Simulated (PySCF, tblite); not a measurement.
# C8H7N: vibronic structure

What do calculations give for the vibronic structure of C8H7N (`c1ccn2cccc2c1`)?

Computed with tblite 0.8.0 and PySCF 2.14.0 and routines of our own; the level stands in each step. Atoms count from 0.

## (1) The starting structure

16 atoms, charge 0, multiplicity 1; geometry from: force field or distance geometry start.

## (2) Optimising the geometry with GFN2-xTB

What the job is given:

```
{"job": {"kind": "relax", "xc": "GFN2-xTB", "basis": "xTB"}, "charge": 0, "multiplicity": 1}
C      2.163300    -0.381000     0.057700
C      1.961800     1.007500    -0.025300
C      0.680300     1.462700    -0.060500
N     -0.404600     0.634600    -0.050000
C     -1.749300     0.857300    -0.071400
C     -2.414100    -0.353300    -0.032200
C     -1.433100    -1.327700     0.035200
C     -0.178800    -0.695300     0.034700
C      1.080100    -1.239400     0.083000
H      3.171100    -0.766000     0.102100
H      2.821200     1.657600    -0.034500
H      0.463600     2.520100    -0.120000
H     -2.245400     1.822800    -0.127300
H     -3.494000    -0.488000    -0.046100
H     -1.632400    -2.381500     0.091300
H      1.202700    -2.321700     0.152000
```

Launch:

```bash
$ OMP_NUM_THREADS=1 python excited_run.py task.json out
```

The driver reads the jobs from task.json and runs them one after another.

What it wrote:

```text
step      E/eV     max force
  0    -642.35515    2.777
  1    -642.47129    0.786
  2    -642.49770    0.432
  3    -642.51884    0.373
  4    -642.53060    0.316
  5    -642.53664    0.276
  6    -642.54365    0.218
  7    -642.54915    0.165
  8    -642.55290    0.164
  9    -642.55506    0.107
 10    -642.55665    0.107
 11    -642.55790    0.109
 12    -642.55880    0.111
 13    -642.55942    0.085
 14    -642.55994    0.062
 15    -642.56033    0.060
 16    -642.56059    0.043
 17    -642.56073    0.026
 18    -642.56081    0.023
 19    -642.56085    0.017
 20    -642.56088    0.014
 21    -642.56090    0.009
```

Wall time 0.14 s (1 thread of Arm Neoverse V1, shared host).

The steps of the relaxation:

| step | energy from step 0 (eV) | largest force (eV/Å) |
| --- | --- | --- |
| 0 | 0.0000 | 2.7775 |
| 1 | -0.1161 | 0.7857 |
| 2 | -0.1426 | 0.4322 |
| 3 | -0.1637 | 0.3733 |
| 4 | -0.1755 | 0.3158 |
| 5 | -0.1815 | 0.2755 |
| 6 | -0.1885 | 0.2176 |
| 7 | -0.1940 | 0.1649 |
| 8 | -0.1978 | 0.1639 |
| 9 | -0.1999 | 0.1067 |
| 10 | -0.2015 | 0.1074 |
| 11 | -0.2028 | 0.1090 |
| 12 | -0.2037 | 0.1108 |
| 13 | -0.2043 | 0.0854 |
| 14 | -0.2048 | 0.0620 |
| 15 | -0.2052 | 0.0597 |
| 16 | -0.2054 | 0.0425 |
| 17 | -0.2056 | 0.0256 |
| 18 | -0.2057 | 0.0233 |
| 19 | -0.2057 | 0.0166 |
| 20 | -0.2057 | 0.0141 |
| 21 | -0.2057 | 0.0092 |

Distances of close pairs at the start and the end, largest changes first:

| bond | before (Å) | after (Å) | change (Å) |
| --- | --- | --- | --- |
| N3–C7 | 1.352 | 1.397 | +0.045 |
| C7–C8 | 1.372 | 1.406 | +0.033 |
| C0–C8 | 1.382 | 1.364 | -0.019 |
| C6–C7 | 1.405 | 1.387 | -0.018 |
| C5–H13 | 1.088 | 1.073 | -0.016 |
| C4–H12 | 1.087 | 1.072 | -0.015 |
| C8–H15 | 1.091 | 1.079 | -0.013 |
| N3–C4 | 1.363 | 1.351 | -0.012 |

The next job starts from the end point, and lists it.

## (3) Harmonic vibrations with GFN2-xTB

What the job is given:

```
{"job": {"kind": "ir", "xc": "GFN2-xTB", "basis": "xTB"}, "charge": 0, "multiplicity": 1}
C      2.159831    -0.391043     0.060767
C      1.920352     1.001880    -0.016998
C      0.649319     1.475887    -0.064439
N     -0.401640     0.615744    -0.038817
C     -1.728511     0.869218    -0.076989
C     -2.403877    -0.331834    -0.029453
C     -1.461027    -1.358632     0.040823
C     -0.207312    -0.765259     0.035293
C      1.108054    -1.258505     0.086449
H      3.175898    -0.751390     0.098983
H      2.750400     1.689164    -0.038729
H      0.411331     2.527757    -0.123691
H     -2.106855     1.870914    -0.135060
H     -3.470201    -0.448201    -0.044434
H     -1.656567    -2.410963     0.089383
H      1.253205    -2.325791     0.145503
```

What it wrote:

```text
mode    cm-1     km/mol
  1     194.4      0.01
  2     216.9      0.02
  3     390.4      3.56
  4     391.4      0.35
  5     527.5      0.05
  6     544.8      0.10
  7     573.2      0.00
  8     595.3      0.39
  9     678.5      0.15
 10     737.4     11.37
 11     761.1     19.53
 12     764.8      0.28
 13     789.5     18.97
 14     847.5      2.13
 15     853.5      1.08
 16     868.8      0.11
 17     875.9      6.27
 18     885.7      0.13
 19     908.0      0.01
 20    1056.7      3.31
 21    1060.6      0.35
 22    1093.9      4.08
 23    1138.1      0.09
 24    1162.0      5.53
 25    1179.5      0.23
 26    1230.0      2.79
 27    1307.2      6.14
 28    1327.8      9.80
 29    1351.0     51.32
 30    1401.4     20.62
 31    1446.7      5.22
 32    1482.5      5.33
 33    1510.1      4.27
 34    1551.9      0.06
 35    1626.3      0.00
 36    3084.1     14.66
 37    3092.4      9.36
 38    3104.0     46.74
 39    3113.3     34.34
 40    3155.4     12.21
 41    3166.4     39.75
 42    3176.9     30.24
```

Wall time 0.51 s (1 thread of Arm Neoverse V1, shared host).

The strongest bands and the atoms that carry them (share of the mass-weighted mode):

| cm⁻¹ | km/mol | atoms |
| --- | --- | --- |
| 761 | 19.5 | H9 21 %, H10 19 %, H11 17 %, H15 11 % |
| 790 | 19.0 | H14 68 %, C6 15 % |
| 1351 | 51.3 | C7 29 %, N3 17 %, C6 11 % |
| 1401 | 20.6 | C5 31 %, C6 23 %, N3 11 % |
| 3104 | 46.7 | H15 61 %, H9 18 %, H10 13 % |
| 3113 | 34.3 | H10 72 %, H9 12 % |
| 3166 | 39.8 | H12 54 %, H13 21 %, H14 17 % |
| 3177 | 30.2 | H14 72 %, H13 15 % |

## (4) Vibronic structure: TDA PBE/def2-SVP

Settings changed since step 3:

```diff
@@ -1,2 +1,2 @@
-{"job": {"kind": "ir", "xc": "GFN2-xTB", "basis": "xTB"}, "charge": 0, "multiplicity": 1}
+{"job": {"kind": "vib", "xc": "PBE", "basis": "def2-SVP", "tda": true}, "charge": 0, "multiplicity": 1}
 C      2.159831    -0.391043     0.060767
```

Method: TDA PBE/def2-SVP vertical-gradient vibronic structure (displaced harmonic oscillators, Condon), gas phase.

What it wrote:

```text
final grid: 63864 points
cycle   1  E = -362.9839057701  dE =  1.511e+00  |g| = 5.835e-01  |ddm| = 5.096e+00
cycle   2  E = -362.7618920847  dE =  2.220e-01  |g| = 1.078e+00  |ddm| = 1.917e+00
cycle   3  E = -363.0554591333  dE = -2.936e-01  |g| = 3.113e-01  |ddm| = 1.475e+00
cycle   4  E = -363.0824819507  dE = -2.702e-02  |g| = 5.109e-02  |ddm| = 4.135e-01
cycle   5  E = -363.0827754350  dE = -2.935e-04  |g| = 3.970e-02  |ddm| = 1.054e-01
cycle   6  E = -363.0832080039  dE = -4.326e-04  |g| = 9.503e-03  |ddm| = 5.681e-02
cycle   7  E = -363.0832307446  dE = -2.274e-05  |g| = 2.653e-03  |ddm| = 1.398e-02
cycle   8  E = -363.0832323501  dE = -1.606e-06  |g| = 4.890e-04  |ddm| = 2.817e-03
cycle   9  E = -363.0832323819  dE = -3.183e-08  |g| = 3.381e-04  |ddm| = 9.333e-04
cycle  10  E = -363.0832324195  dE = -3.754e-08  |g| = 4.832e-05  |ddm| = 4.746e-04
cycle  11  E = -363.0832324196  dE = -1.251e-10  |g| = 4.338e-05  |ddm| = 8.346e-05
cycle  12  E = -363.0832324200  dE = -4.536e-10  |g| = 6.098e-06  |ddm| = 4.502e-05
converged SCF energy = -363.0832324200

Singlet excitations (eV, f): 3.693 (0.0399)  4.607 (0.0084)  5.720 (0.0000)  5.872 (0.0243)  6.176 (0.7997)  6.374 (0.0000)

State S1  3.6935 eV  f = 0.03990  H->L 0.86
  relaxed dipole 1.998 D, largest gradient of the excitation energy 0.0671 Eh/bohr
  mode    cm-1        S   lambda/meV  Raman
   33   1510.1    0.7325     137.1   1.000
   12    764.8    0.5791      54.9   0.203
   30   1401.4    0.2821      49.0   0.332
   29   1351.0    0.2452      41.1   0.268
   17    875.9    0.2505      27.2   0.115
   24   1162.0    0.1361      19.6   0.110
   35   1626.3    0.0774      15.6   0.123
    4    391.4    0.1569       7.6   0.014
   26   1230.0    0.0307       4.7   0.028
   21   1060.6    0.0265       3.5   0.018
   34   1551.9    0.0142       2.7   0.021
   20   1056.7    0.0112       1.5   0.007
  reorganisation energy 0.3692 eV, total S 2.567, 0-0 3.3243 eV
  absorption maximum 3.508 eV, width 0.568 eV

State S4  5.8715 eV  f = 0.02430  H-1->L+1 0.45, H->L+3 0.35, H-2->L 0.09
  relaxed dipole 1.162 D, largest gradient of the excitation energy 0.0486 Eh/bohr
  mode    cm-1        S   lambda/meV  Raman
   31   1446.7    0.3274      58.7   1.000
   21   1060.6    0.1608      21.1   0.264
   22   1093.9    0.1335      18.1   0.233
   29   1351.0    0.0672      11.3   0.179
   28   1327.8    0.0591       9.7   0.152
   17    875.9    0.0691       7.5   0.077
   12    764.8    0.0332       3.1   0.028
   20   1056.7    0.0210       2.7   0.034
   26   1230.0    0.0128       2.0   0.028
    6    544.8    0.0255       1.7   0.011
    8    595.3    0.0210       1.6   0.011
  reorganisation energy 0.1477 eV, total S 0.993, 0-0 5.7239 eV
  absorption maximum 5.724 eV, width 0.038 eV

State S5  6.1756 eV  f = 0.79973  H->L+1 0.38, H-1->L 0.25, H-3->L 0.13
  relaxed dipole 0.507 D, largest gradient of the excitation energy 0.0445 Eh/bohr
  mode    cm-1        S   lambda/meV  Raman
   29   1351.0    0.2509      42.0   1.000
   12    764.8    0.2996      28.4   0.383
   22   1093.9    0.1670      22.7   0.437
   21   1060.6    0.1166      15.3   0.286
   33   1510.1    0.0746      14.0   0.371
   35   1626.3    0.0433       8.7   0.250
   27   1307.2    0.0518       8.4   0.193
   32   1482.5    0.0312       5.7   0.150
   31   1446.7    0.0305       5.5   0.139
    4    391.4    0.0997       4.8   0.033
   24   1162.0    0.0333       4.8   0.098
   34   1551.9    0.0209       4.0   0.110
  reorganisation energy 0.1716 eV, total S 1.277, 0-0 6.0040 eV
  absorption maximum 6.004 eV, width 0.202 eV

State T1  2.7431 eV  f = 0.00000  H->L 0.98
  relaxed dipole 1.269 D, largest gradient of the excitation energy 0.0764 Eh/bohr
  mode    cm-1        S   lambda/meV  Raman
   33   1510.1    1.3263     248.3   1.000
   30   1401.4    0.2201      38.2   0.143
   12    764.8    0.3108      29.5   0.060
   24   1162.0    0.1239      17.9   0.055
   17    875.9    0.0852       9.3   0.022
   32   1482.5    0.0406       7.5   0.030
   31   1446.7    0.0221       4.0   0.015
    4    391.4    0.0399       1.9   0.002
   34   1551.9    0.0078       1.5   0.006
   35   1626.3    0.0068       1.4   0.006
   20   1056.7    0.0065       0.9   0.002
    8    595.3    0.0111       0.8   0.001
  reorganisation energy 0.3655 eV, total S 2.229, 0-0 2.3776 eV
  absorption maximum 2.564 eV, width 0.570 eV
```

It took 39 s on 1 thread of Arm Neoverse V1, shared host; peak memory 0.76 GiB.

## (5) What came out

| quantity | value |
| --- | --- |
| strongest single infrared mode (GFN2-xTB) | 1351 cm⁻¹, 51 km/mol |
| zero-point energy (GFN2-xTB) | 78.9 kcal/mol |
| S1: vertical, reorganisation, 0-0, total S (step 4, TDA PBE/def2-SVP, modes from GFN2-xTB) | 3.69, 0.37, 3.32 eV; 2.6 |
| S4: vertical, reorganisation, 0-0, total S (step 4, TDA PBE/def2-SVP, modes from GFN2-xTB) | 5.87, 0.15, 5.72 eV; 1.0 |
| S5: vertical, reorganisation, 0-0, total S (step 4, TDA PBE/def2-SVP, modes from GFN2-xTB) | 6.18, 0.17, 6.00 eV; 1.3 |

**Reading.** No mode is imaginary among the 42: a minimum at this level. The strongest single mode, at 1351 cm⁻¹, is spread over many atoms; the largest shares are those of C7, N3. GFN2-xTB is a fitted tight-binding method: band positions and strengths are rough. Its intensities can rank the bands wrongly. The vibronic model keeps the ground-state modes (from xTB) and shifts them along the gradient alone, so it can miss much of the relaxation that a full optimisation finds.
